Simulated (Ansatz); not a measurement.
# CH7AlOSn, SMILES [CH3][AlH][SnH2][OH]: a ladder of methods at one geometry

Program: Ansatz 0.2.0 through its Python package.

The cells in order, each with its output:

In [1]:
```python
import ansatz as az
from ase import Atoms
```

In [2]:
```python
atoms = Atoms(['C', 'Al', 'Sn', 'O', 'H', 'H', 'H', 'H', 'H', 'H', 'H'], positions=[
    [-0.7874, 1.8703, -0.3427],
    [-0.4708, 0.1027, -1.0978],
    [0.9984, -1.5848, 0.253],
    [0.2651, -1.915, 2.0247],
    [-0.3271, 2.0127, 0.6091],
    [-1.9298, 2.0604, -0.2237],
    [-0.4261, 2.6889, -1.0497],
    [-1.0421, -0.3046, -2.5144],
    [2.6243, -0.8743, 0.5463],
    [1.1744, -3.0902, -0.5924],
    [-0.0135, -1.023, 2.4081],
])
molecule = az.Crystal.molecule_from_ase(atoms)
```

In [3]:
```python
calc = molecule.calculation().basis(gaussian='def2-SVP')
```

In [4]:
```python
methods = ['mp2', 'ccsd', 'ccsd_t']
reports = [calc.correlation(m).run(threads=1, pin='off').report for m in methods]
print(f'Hartree-Fock reference {reports[0]["reference_energy_ev"] / 27.211386246:.6f} Ha')
best = reports[-1]['free_energy_ev'] - reports[-1]['reference_energy_ev']
for method, each in zip(methods, reports):
    gained = each['free_energy_ev'] - each['reference_energy_ev']
    print(f'{method:8s} total {each["free_energy_ev"] / 27.211386246:.6f} Ha  correlation {gained:9.4f} eV  ({100 * gained / best:.1f} % of the last)')
```
```text
Hartree-Fock reference -571.880410 Ha
mp2      total -572.398280 Ha  correlation  -14.0920 eV  (88.6 % of the last)
ccsd     total -572.450025 Ha  correlation  -15.5000 eV  (97.5 % of the last)
ccsd_t   total -572.464791 Ha  correlation  -15.9018 eV  (100.0 % of the last)
```

Notes:
- Total energies depend on the basis set; only differences at equal settings carry meaning.
- The geometry is a force-field or estimated start, not a minimum of this method, and the basis set is short of its limit. A lower total doesn't mark the better method: functionals have no common bound, and MP2 and coupled cluster aren't variational.
- def2 sets replace the cores of elements past krypton by effective core potentials.
- Inner cores stay frozen; a filled d shell under the valence of the heavier atoms is correlated with it.
- Finished in 38 s on 1 thread of Intel(R) Xeon(R) Platinum 8488C (Sapphire Rapids), on a shared host, peak memory 0.6 GiB.
